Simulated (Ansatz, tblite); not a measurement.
# GeSO with GFN1-xTB from a Python script

These are simulated results from tblite 0.8.0, not measurements. The cell was built from a prototype and was relaxed with r2SCAN in plane waves (Ansatz 0.2.0). It may be hypothetical. It is a single sheet, repeated along a and b, with vacuum along c. All runs are without spin polarisation.

The sheet's in-plane cell has a = 3.088 Å, b = 3.088 Å (γ = 120.0°), and its outermost atoms lie 2.62 Å apart along the normal. Ge is surrounded by 3 O at 2.07 Å and 3 S at 2.38 Å; O is surrounded by 3 Ge at 2.07 Å; S is surrounded by 3 Ge at 2.38 Å.

tblite solves periodic systems at the zone centre alone, so the script builds a cluster of 4×4×1 conventional cells (48 atoms), which folds in a coarse mesh of k points.

run.py reads:

```python
import json
from ase import Atoms
from ase.build import make_supercell
from ase.units import Bohr, GPa, Hartree
from tblite.interface import Calculator

atoms = Atoms(['Ge', 'O', 'S'],
              cell=[[3.088457, -0.0, -0.0], [-1.544228, 2.674682, 0.0], [-0.0, 0.0, 29.014324]],
              scaled_positions=[[0.333333, 0.666667, 0.31615], [0.666667, 0.333333, 0.352421], [0.666667, 0.333333, 0.262003]],
              pbc=True)
cluster = make_supercell(atoms, [[4, 0, 0], [0, 4, 0], [0, 0, 1]])
calc = Calculator('GFN1-xTB', cluster.numbers, cluster.positions / Bohr, lattice=cluster.cell[:] / Bohr, periodic=cluster.pbc)
calc.set('temperature', 0.02 / Hartree)
calc.set('max-iter', 150)
res = calc.singlepoint()
levels = res.get('orbital-energies') * Hartree
nv = round(res.get('orbital-occupations').sum() / 2)
cells = len(cluster) // len(atoms)
out = {'energy_per_cell': res.get('energy') * Hartree / cells, 'homo': levels[nv - 1], 'lumo': levels[nv],
       'stress': (-res.get('virial') * Hartree / cluster.get_volume() / GPa).tolist(), 'charges': res.get('charges')[:len(atoms)].tolist(), 'electrons': 2 * nv / cells}
json.dump(out, open('results.json', 'w'))
for key, value in out.items():
    print(key, value)
```

Command: `python run.py`. It took 1.4 s on 1 thread of Arm Neoverse V2, on a shared host, peak memory 0.11 GiB.

What it printed:

```
------------------------------------------------------------
  cycle        total energy    energy error   density error
------------------------------------------------------------
      1     -139.1532743408  -1.3908555E+02   8.8117298E-01
      2     -137.3483387806   1.8049356E+00   8.3823537E-01
      3     -151.7827941577  -1.4434455E+01   4.6579273E-01
      4     -157.4589154251  -5.6761213E+00   2.8227932E-01
      5     -160.4823072047  -3.0233918E+00   5.6540369E-02
      6     -160.6382427322  -1.5593553E-01   1.5474664E-02
      7     -160.6374898053   7.5292683E-04   6.0453783E-03
      8     -160.6387769898  -1.2871845E-03   3.9605196E-03
      9     -160.6391839011  -4.0691132E-04   2.1707915E-03
     10     -160.6392055941  -2.1692980E-05   1.5585824E-03
     11     -160.6392643968  -5.8802735E-05   5.3301171E-04
     12     -160.6392704539  -6.0570347E-06   2.3788227E-04
     13     -160.6392706023  -1.4846677E-07   1.7450415E-04
     14     -160.6392700042   5.9815534E-07   1.7187584E-04
     15     -160.6392708633  -8.5912626E-07   5.6403228E-05
     16     -160.6392709358  -7.2458221E-08   1.4380373E-05
------------------------------------------------------------

 total:                                   0.904 sec
energy_per_cell -273.20107575660563
homo -10.603184518586424
lumo -10.138509177383547
stress [[1.0187368174983156, -0.00013518123572096668, 9.109415675059218e-06], [-0.0001351812357208094, 1.0185858871646034, -6.101443410784417e-06], [9.109415675022013e-06, -6.101443410758444e-06, 0.20946162946235639]]
charges [0.6795245202775964, -0.4633286053890824, -0.21620291411241885]
electrons 16.0
```

The cycle table is in hartree for the whole cluster, and the lines after it are in eV (the energy for one cell). The printed stress is in GPa and positive in compression, and the pressure is its mean diagonal, here averaged over the vacuum too.

GFN1-xTB gives a gap of 0.46 eV. On the same cell, plane-wave PBE (Ansatz, 12×12×1 k points and the special points) gives no gap (an overlap of 0.16 eV at the points read) and r2SCAN no gap (an overlap of 0.03 eV at the points read); on shared hosts these took about 11 and 23 core-seconds on the 3-atom cell, against 1.4 for the script. It shows a gap where PBE has none, though the cluster may miss the k points where PBE's bands overlap. xTB was fitted to molecules, so gaps, charges and pressures of solids can be far off, and the gap also depends on the size of the cluster.

xTB was fitted mostly to molecules, and a small cluster samples few k points, so gaps, pressures and kinks along a curve can be far from a solid's.

Spin-orbit coupling is left out.
